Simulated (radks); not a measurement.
**Fe in [Ar] 3d6 4s2: an all-electron calculation**

The task here is to estimate one member of a computed series from the others.

Program: radks (a radial shooting solver on a logarithmic mesh, Libxc functionals) version 1. Level of theory: scalar-relativistic Kohn-Sham, exchange-only LDA, spin-polarised, spherical densities, finite nucleus; open shells are filled with parallel spins first. These are calculated values, not measurements, unless marked.

## The atom as given

| Property | Result |
| --- | --- |
| element | iron (Z = 26) |
| charge | 0 |
| electrons | 26 |
| configuration | [Ar] 3d6 4s2 |
| nuclear rms radius | 3.7377 fm |

The outer shells:

Fe
```
[Ar] core
3d [↑↓][↑ ][↑ ][↑ ][↑ ]
4s [↑↓]
```

Set-up of the first run:

Settings of this run:

```text
Z 26
configuration [Ar] 3d6 4s2 4p0 5s0 4d0 4f0
relativity scalar-relativistic
functional lda,
spin polarised
nucleus finite rms 3.7377 fm
c 137.035999084
```

Run with:

```sh
$ python run_ks.py task.json out
```

This one command runs every case of the session in turn.

One of the session's tables, all rows but one given; the rest of the session is left out.

It belongs to the step «Shells». From the orbitals of this run (lengths in bohr):

```
  level      <r>  outermost maximum (interpolated)  90 % within  nodes
  1s up  0.05856                            0.0383        0.105      0
1s down  0.05856                            0.0383        0.105      0
  2s up   0.2678                             0.223        0.415      1
2s down   0.2674                             0.223        0.414      1
  2p up   0.2361                             0.180        0.387      0
2p down   0.2356                             0.180        0.386      0
  3s up   0.8118                             0.701         1.22      2
3s down   0.8146                             0.702         1.22      2
  3p up        ?                                 ?            ?      ?
3p down   0.8633                             0.714         1.34      1
  3d up    1.118                             0.705         1.96      0
  4s up    2.917                              2.35         4.47      3
4s down    3.209                              2.53         4.98      3
3d down    1.242                             0.715         2.26      0
  4p up    4.524                              3.24         7.39      2
4p down    5.306                              3.81         8.71      2
```

**Question.** Estimate the row for 3p up.

The run gave: <r>: 0.8578; outermost maximum (interpolated): 0.712; 90 % within: 1.33; nodes: 1. In the column «<r>» it lies between 3s down (0.8146) and 3p down (0.8633).

Caveats from the session: Open shells are spherical and high-spin; term and fine-structure splittings are not resolved.
